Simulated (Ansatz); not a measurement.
# Ru2Pt: the cost of one run

Program: Ansatz 0.2.0. Level of theory: DFT PBE, scalar-relativistic, plane waves, PAW. These are calculated values, not measurements.

## (1) The starting structure

It takes space group I4/mmm (No. 139, tetragonal). The conventional cell has a = 3.810 Å, b = 3.810 Å, c = 4.778 Å, α = 90.00°, β = 90.00°, γ = 90.00°. Ru (site symmetry -4m2) has 4 Pt at 2.25 Å and 2 Ru at 2.39 Å as nearest neighbours. Pt (site symmetry 4/mmm) has 8 Ru at 2.25 Å as nearest neighbours.

Coordinates:

```cif
data_structure
_symmetry_space_group_name_H-M 'I4/mmm'
_symmetry_Int_Tables_number 139
_cell_length_a 3.8103
_cell_length_b 3.8103
_cell_length_c 4.7777
_cell_angle_alpha 90.000
_cell_angle_beta 90.000
_cell_angle_gamma 90.000
_cell_volume 69.36
loop_
_atom_site_label
_atom_site_type_symbol
_atom_site_symmetry_multiplicity
_atom_site_Wyckoff_symbol
_atom_site_fract_x
_atom_site_fract_y
_atom_site_fract_z
_atom_site_occupancy
Ru1 Ru 4 d 0.00000 0.50000 0.25000 1
Pt1 Pt 2 a 0.00000 0.00000 0.00000 1
```

Recipe of the guess: species swapped into a database cell of HfH2 (I4/mmm, No. 139), with Pt on the Hf sites and Ru on the H sites. Its size is a rough estimate.

## (2) The guess as it stands, on a coarse mesh

Contents of input.yaml:

```yaml
crystal:
  lattice:
    - [-1.90515003, 1.90515003, 2.38883254]
    - [1.90515003, -1.90515003, 2.38883254]
    - [1.90515003, 1.90515003, -2.38883254]
  atoms:
    - { symbol: Ru, position: [0.75, 0.25, 0.5] }
    - { symbol: Ru, position: [0.25, 0.75, 0.5] }
    - { symbol: Pt, position: [0.0, 0.0, 0.0] }
basis:
  ecutwfc: 420
kpoints:
  mp_grid: { grid: [6, 6, 6] }
hamiltonian:
  xc: pbe
scf:
  occupations: { method: gaussian, width: 0.1 }
  lower_state_search: "off"
output:
  forces: true
  stress: true
  eigenvalues: true
```

Run with:

```bash
ansatz run input.yaml --threads 1 --pin off --max-ram 2560MiB --backend cpu --events-out ev --progress --plain --runs-dir out
```

What time and memory should one allow on 1 thread of Intel Xeon Platinum 8488C (Sapphire Rapids), shared host?

About 1.5 s, with a peak of 0.37 GiB.
